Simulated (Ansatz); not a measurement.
# PBE/def2-SVP run of C2H3BFN (SMILES FB1C=NC1)

Aim: the vertical singlet–triplet gap of C2H3BFN at PBE/def2-SVP, from 2 runs. 

The results are computed with Ansatz 0.2.0.

122 further runs of the same task are left out: 122 set aside as unsound or not needed.

### 1 The molecule

The species is C2H3BFN (8 atoms), meant as a singlet with charge 0. As SMILES, `FB1C=NC1`. The shape is that of a PBE0-D4/def2-TZVP optimisation.

Bond lengths: F1–B2 1.312 Å, B2–C3 1.553 Å, C3–N4 1.291 Å, B2–C5 1.580 Å, N4–C5 1.510 Å, C3–H6 1.087 Å, C5–H7 1.093 Å, C5–H8 1.090 Å. Some angles: F1–B2–C3 135.6°, F1–B2–C5 135.3°, C3–B2–C5 86.1°, B2–C3–N4 90.7°, C3–N4–C5 99.2°, B2–C5–N4 82.2°, B2–C3–H6 145.8°, N4–C3–H6 122.6°, B2–C5–H7 120.5°, B2–C5–H8 118.9°.

### 2 A single-point energy at PBE/def2-SVP

in.yaml reads:

```yaml
crystal:
  periodic: [false, false, false]
  atoms:
    - {symbol: F, position_ang: [0.213200, -1.007300, 1.918400]}
    - {symbol: B, position_ang: [-0.024100, -0.304800, 0.836200]}
    - {symbol: C, position_ang: [0.319000, 1.128500, 0.345800]}
    - {symbol: "N", position_ang: [0.303900, 0.728600, -0.881200]}
    - {symbol: C, position_ang: [-0.301700, -0.640600, -0.682300]}
    - {symbol: H, position_ang: [0.656500, 2.120900, 0.633900]}
    - {symbol: H, position_ang: [0.257100, -1.432700, -1.186200]}
    - {symbol: H, position_ang: [-1.331600, -0.649700, -1.040300]}
basis:
  gaussian:
    orbitals: def2-SVP
hamiltonian:
  xc: {name: PBE}
accuracy: high
output: {orbitals: {seedname: orbitals}}
```

Run with:

```console
$ ansatz run in.yaml --threads 1 --pin off --max-ram 3480MiB --events-out events.jsonl --progress --plain --runs-dir runs
```

Log:

```text
Warning: RAYON_NUM_THREADS=1 ignored (pool sized by the plan → 1); use --threads N
Functional definition: PBE
  name "PBE"
  parameter kappa = 0.804
  parameter beta = 0.06672455060314922
  exchange = pbe_x(kappa = kappa, mu = beta*pi^2/3)
  correlation = pbe_c(beta = beta)
2019 factors; integrals over basis functions are off by at most 3.4e-9 eV
mean field evaluation 1: about -6985.6323 eV, gradient 5.2e1 eV
mean field evaluation 2: about -6974.3165 eV, gradient 8.2e1 eV
mean field evaluation 4: about -6992.2699 eV, gradient 5.8e0 eV
mean field evaluation 8: about -6992.3426 eV, gradient 3.0e-1 eV
mean field evaluation 16: about -6992.3428 eV, gradient 1.5e-5 eV
mean field -6992.34275291 eV, -256.9638565893 hartree, gradient 5.4e-8 eV, S^2 0.000000; 0 other end points of the search recorded, 0 dependent functions left out
reference -6992.34275598 eV, -256.9638567021 hartree; 18, 18 occupied and 67, 67 virtual orbitals, 2019 factors
Total energy: -6992.34275598 eV, -256.9638567021 hartree
```

It took 5.1 s on 1 thread of Arm Neoverse V2, shared host; peak memory 0.21 GiB.

### 3 The triplet, same level

job.yaml reads:

```yaml
basis:
  gaussian: {orbitals: def2-SVP}
crystal:
  periodic: [false, false, false]
  atoms:
    - {symbol: F, position_ang: [0.213200, -1.007300, 1.918400]}
    - {symbol: B, position_ang: [-0.024100, -0.304800, 0.836200]}
    - {symbol: C, position_ang: [0.319000, 1.128500, 0.345800]}
    - {symbol: "N", position_ang: [0.303900, 0.728600, -0.881200]}
    - {symbol: C, position_ang: [-0.301700, -0.640600, -0.682300]}
    - {symbol: H, position_ang: [0.656500, 2.120900, 0.633900]}
    - {symbol: H, position_ang: [0.257100, -1.432700, -1.186200]}
    - {symbol: H, position_ang: [-1.331600, -0.649700, -1.040300]}
magnetization: {spin_polarized: true, initial_magnetization: 2}
hamiltonian: {xc: {name: PBE}}
accuracy: high
output: {orbitals: {seedname: orbitals}}
```

Run with:

```console
$ ansatz run job.yaml --threads 1 --pin off --max-ram 3480MiB --events-out events.jsonl --progress --plain --runs-dir runs
```

Log, shortened:

```text
Warning: RAYON_NUM_THREADS=1 ignored (pool sized by the plan → 1); use --threads N
[... 6 set-up lines as earlier in the session ...]
2019 factors; integrals over basis functions are off by at most 3.4e-9 eV
mean field evaluation 1: about -6982.7831 eV, gradient 3.7e1 eV
mean field evaluation 2: about -6975.9912 eV, gradient 5.0e1 eV
mean field evaluation 4: about -6989.3998 eV, gradient 4.6e0 eV
mean field evaluation 8: about -6989.4887 eV, gradient 2.8e-1 eV
mean field evaluation 16: about -6989.4890 eV, gradient 1.4e-4 eV
mean field evaluation 32: about -6988.9694 eV, gradient 3.1e0 eV
mean field -6989.48902581 eV, -256.8589840529 hartree, gradient 6.7e-8 eV, S^2 2.003898; 2 other end points of the search recorded, 0 dependent functions left out
reference -6989.48902884 eV, -256.8589841639 hartree; 19, 17 occupied and 66, 68 virtual orbitals, 2019 factors
Total energy: -6989.48902884 eV, -256.8589841639 hartree
```

It took 8.7 s on 1 thread of Arm Neoverse V2, shared host; peak memory 0.27 GiB.

### 4 Results

Level: PBE/def2-SVP.

| quantity | value |
| --- | --- |
| singlet: total energy | -256.96386 Eh |
| singlet: HOMO energy | -5.96 eV |
| singlet: LUMO energy | -2.73 eV |
| singlet: HOMO–LUMO gap | 3.23 eV |
| triplet: total energy | -256.85898 Eh |
| triplet: HOMO energy (highest over α and β) | -3.30 eV |
| triplet: ⟨S²⟩ | 2.004 |
| vertical energy of the triplet above the singlet | 2.854 eV |

At this shape the triplet lies 2.85 eV (66 kcal/mol) above the singlet.
